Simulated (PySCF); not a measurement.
# KNa⁻ at other levels of theory

Aim: see what other levels and later steps give for KNa⁻.

Method: method and basis as typed in the scripts; program: PySCF 2.14.0.

3 further runs of the same task are left out: 3 that didn't finish.

### 1 Where the work starts

KNa⁻: 2 atoms, charge -1, spin multiplicity 2.

No contacts short enough for the rule that draws bonds.

### 2 Base script

Input file input.py:

```python
from pyscf import gto, scf, ci

mol = gto.M(
    atom='K 0 0 0; Na 0 0 3.801',
    basis='6-31+g*',
    charge=-1,
    spin=1,
    verbose=4,
)
mf = scf.UHF(mol)
mf = mf.density_fit(auxbasis='def2-universal-jkfit')
mf.kernel()
ci.CISD(mf).kernel()
mf.dip_moment()
print('orbital energies (hartree):', [e[max(0, n-3):n+3].round(4) for e, n in zip(mf.mo_energy, mol.nelec)])
```

Started as:

```bash
> OMP_NUM_THREADS=1 python input.py
```

Its log is not repeated here.

In short: E(SCF) = -760.973179 Eh, E(CISD) − E(SCF) = -0.03861 Eh, ⟨S²⟩ = 1.140.

⟨S²⟩ = 1.14 against 0.75 for a pure state: the determinant is spin-contaminated. The bond length is a typed value, not an optimised one. The dipole of an ion depends on the origin.

### 3 Wb97 (UKS)

Run 1 changes functional: none (Hartree–Fock) → wb97; SCF type: UHF → UKS; step after the SCF: cisd → analyze.

Input file input.py:

```python
from pyscf import gto, dft

mol = gto.M(
    atom='K 0 0 0; Na 0 0 3.801',
    basis='6-31+g*',
    charge=-1,
    spin=1,
    verbose=4,
)
mf = dft.UKS(mol, xc='wb97')
mf = mf.density_fit(auxbasis='def2-universal-jkfit')
mf.kernel()
mf.analyze()
print('orbital energies (hartree):', [e[max(0, n-3):n+3].round(4) for e, n in zip(mf.mo_energy, mol.nelec)])
```

Started as:

```bash
> OMP_NUM_THREADS=1 python input.py
```

### 4 Population analysis

Run 2 changes step after the SCF: cisd → analyze.

Changes to input.py since step 2:

```diff
@@ -1,2 +1,2 @@
-from pyscf import gto, scf, ci
+from pyscf import gto, scf
 
@@ -12,4 +12,3 @@
 mf.kernel()
-ci.CISD(mf).kernel()
-mf.dip_moment()
+mf.analyze()
 print('orbital energies (hartree):', [e[max(0, n-3):n+3].round(4) for e, n in zip(mf.mo_energy, mol.nelec)])
```

### 5 Lda,vwn (UKS)

Run 3 changes functional: none (Hartree–Fock) → lda,vwn; SCF type: UHF → UKS; step after the SCF: cisd → analyze.

Input file input.py:

```python
from pyscf import gto, dft

mol = gto.M(
    atom='K 0 0 0; Na 0 0 3.801',
    basis='6-31+g*',
    charge=-1,
    spin=1,
    verbose=4,
)
mf = dft.UKS(mol, xc='lda,vwn')
mf = mf.density_fit(auxbasis='def2-universal-jkfit')
mf.kernel()
mf.analyze()
print('orbital energies (hartree):', [e[max(0, n-3):n+3].round(4) for e, n in zip(mf.mo_energy, mol.nelec)])
```

### 6 Pbesol (UKS)

Run 4 changes functional: none (Hartree–Fock) → pbesol; SCF type: UHF → UKS; step after the SCF: cisd → analyze.

Input file input.py:

```python
from pyscf import gto, dft

mol = gto.M(
    atom='K 0 0 0; Na 0 0 3.801',
    basis='6-31+g*',
    charge=-1,
    spin=1,
    verbose=4,
)
mf = dft.UKS(mol, xc='pbesol')
mf = mf.density_fit(auxbasis='def2-universal-jkfit')
mf.kernel()
mf.analyze()
print('orbital energies (hartree):', [e[max(0, n-3):n+3].round(4) for e, n in zip(mf.mo_energy, mol.nelec)])
```

### 7 TDHF

Run 5 changes step after the SCF: cisd → tddft; number of roots: none → 3.

Changes to input.py since step 2:

```diff
@@ -1,2 +1,2 @@
-from pyscf import gto, scf, ci
+from pyscf import gto, scf, tdscf
 
@@ -12,3 +12,6 @@
 mf.kernel()
-ci.CISD(mf).kernel()
+td = tdscf.TDHF(mf)
+td.nstates = 3
+td.kernel()
+td.analyze()
 mf.dip_moment()
```

What does the calculation give? Wanted: for each run, E(SCF); from base; gap, α spin; after the SCF.

The runs gave:

```csv
run,E(SCF) (hartree),from base (eV),cycles,"gap, α spin (eV)",after the SCF
base,-760.973179,0,16,2.37,CISD correlation -1.051 eV
wb97 (UKS),-762.156345,not comparable,13,2.09,n/a
population analysis,-760.973179,0.0000,16,2.37,n/a
"lda,vwn (UKS)",-759.607326,not comparable,11,0.47,n/a
pbesol (UKS),-760.662259,not comparable,10,0.51,n/a
TDHF,-760.973179,0.0000,16,2.37,lowest root found 0.64 eV
```

What this shows: A lower total energy from another functional means nothing by itself.
